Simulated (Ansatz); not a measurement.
**Zn2H: one candidate structure**

Aim: relax Zn2H from this start, ThSi2 type (I4_1/amd, No. 141), and see where it ends.

Method: DFT PBE, scalar-relativistic, plane waves, PAW, in Ansatz 0.2.0.

### Step 1. The structure to begin with

The structure is tetragonal, space group I4_1/amd (No. 141). The conventional cell has a = 3.415 Å, b = 3.415 Å, c = 11.875 Å, α = 90.00°, β = 90.00°, γ = 90.00°. Around Zn (site symmetry 2mm) lie 3 Zn at 1.97 to 1.98 Å and 6 H at 2.61 Å. Around H (site symmetry -4m2) lie 12 Zn at 2.61 Å.

Structure file:

```cif
data_structure
_symmetry_space_group_name_H-M 'I4_1/amd:1'
_symmetry_Int_Tables_number 141
_cell_length_a 3.4153
_cell_length_b 3.4153
_cell_length_c 11.8748
_cell_angle_alpha 90.000
_cell_angle_beta 90.000
_cell_angle_gamma 90.000
_cell_volume 138.51
loop_
_atom_site_label
_atom_site_type_symbol
_atom_site_symmetry_multiplicity
_atom_site_Wyckoff_symbol
_atom_site_fract_x
_atom_site_fract_y
_atom_site_fract_z
_atom_site_occupancy
Zn1 Zn 8 e 0.00000 0.00000 0.41650 1
H1 H 4 a 0.00000 0.00000 0.00000 1
```

(A quick probe on a coarse mesh, which set the mesh and smearing, is not shown.)

### Step 3. Coarse relaxation

input.yaml reads:

```yaml
crystal:
  lattice:
    - [-1.7076392659, 1.7076392659, 5.9374195124]
    - [1.7076392659, -1.7076392659, 5.9374195124]
    - [1.7076392659, 1.7076392659, -5.9374195124]
  atoms:
    - { symbol: Zn, position: [0.4165, 0.4165, 0.0] }
    - { symbol: Zn, position: [0.1665, 0.6665, 0.5] }
    - { symbol: Zn, position: [0.3335, 0.8335, 0.5] }
    - { symbol: Zn, position: [0.5835, 0.5835, 0.0] }
    - { symbol: H, position: [0.0, 0.0, 0.0] }
    - { symbol: H, position: [0.75, 0.25, 0.5] }
basis:
  ecutwfc: 420
kpoints:
  mp_grid: { grid: [8, 8, 8] }
hamiltonian:
  xc: pbe
scf:
  occupations: { method: gaussian, width: 0.1 }
  lower_state_search: "off"
output:
  forces: true
  stress: true
  eigenvalues: true
relax:
  adjacent_minimum: "off"
  f_tol: 0.04
  max_steps: 70
  cell: { stress_tol: 0.4 }
```

Command:

```
ansatz run input.yaml --threads 1 --pin off --max-ram 2560MiB --backend cpu --events-out ev --progress --plain --runs-dir out
```

The session goes on with these runs: the relaxation.

Q: Predict the outcome of this session.

**Answer**, as computed:

Formation energies count from the elements, computed with the same settings in runs not shown here.

| quantity | value |
| --- | --- |
| cell (conventional) | a = 2.753 Å, b = 2.753 Å, c = 19.556 Å, α = 90.00°, β = 90.00°, γ = 90.00° |
| space group | I4_1/amd (No. 141) |
| volume | 12.35 Å³/atom |
| gap on the mesh | none (metal) |
| formation energy from the elements | +0.470 eV/atom |

In words: The space group stayed I4_1/amd, and from the first guess the volume went from 11.54 to 12.35 Å³/atom. The formation energy of +0.47 eV/atom is positive, so the elements lie lower than this structure; another structure of the compound can lie lower.
